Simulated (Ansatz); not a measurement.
Crystal: LaSi3Rh.

```xyz
5
Lattice="-2.1349 2.1349 4.9346 2.1349 -2.1349 4.9346 2.1349 2.1349 -4.9346" Properties=species:S:1:pos:R:3 pbc="T T T"
La    0.0000    0.0000    9.8643
Rh    0.0000    0.0000    6.4597
Si    0.0000    2.1349    2.5859
Si    2.1349    0.0000    2.5859
Si    0.0000    0.0000    4.0655
```

The cell is a database's computed one.

* Program: Ansatz 0.2.0
* Task: relaxation of cell and atoms
* Functional: PBE
* Dispersion: D3(BJ)
* Potentials or basis: Ansatz PAW
* Cutoff: 420 eV (not typed: the program's choice for these potentials)
* k mesh: 9 × 9 × 9
* Occupations: fermi-dirac, width 0.05 eV
* Spin: no spin polarisation

At the start: volume 17.99 Å³/atom.

Problem. Where does the relaxation end?

Solution. It ends after 6 steps and the volume is 17.52 Å³/atom (-2.6 %); space group I4mm (No. 107, to 0.05 Å).

The path:
| step | energy change (eV) | largest force (eV/Å) | volume (Å³) |
| --- | --- | --- | --- |
| 1 | 0.0000 | 0.0667 | 89.96 |
| 2 | -0.0235 | 0.0831 | 87.11 |
| 3 | -0.0248 | 0.0303 | 87.61 |
| 4 | -0.0249 | 0.0156 | 87.63 |
| 5 | -0.0250 | 0.0032 | 87.59 |
| 6 | -0.0244 | 0.0031 | 87.59 |

Final structure:
```cif
data_structure
_symmetry_space_group_name_H-M 'P 1'
_symmetry_Int_Tables_number 1
_cell_length_a 5.7364
_cell_length_b 5.7364
_cell_length_c 5.7364
_cell_angle_alpha 136.728
_cell_angle_beta 136.728
_cell_angle_gamma 62.857
_cell_volume 87.59
loop_
_atom_site_label
_atom_site_type_symbol
_atom_site_fract_x
_atom_site_fract_y
_atom_site_fract_z
_atom_site_occupancy
La1 La 0.00068 0.00068 0.00000 1
Rh1 Rh 0.65314 0.65314 0.00000 1
Si1 Si 0.76282 0.26282 0.50000 1
Si2 Si 0.26282 0.76282 0.50000 1
Si3 Si 0.41055 0.41055 0.00000 1
```

Caveat: the plane-wave basis is chosen anew once the cell has moved, so the energies of steps on either side of that aren't comparable.
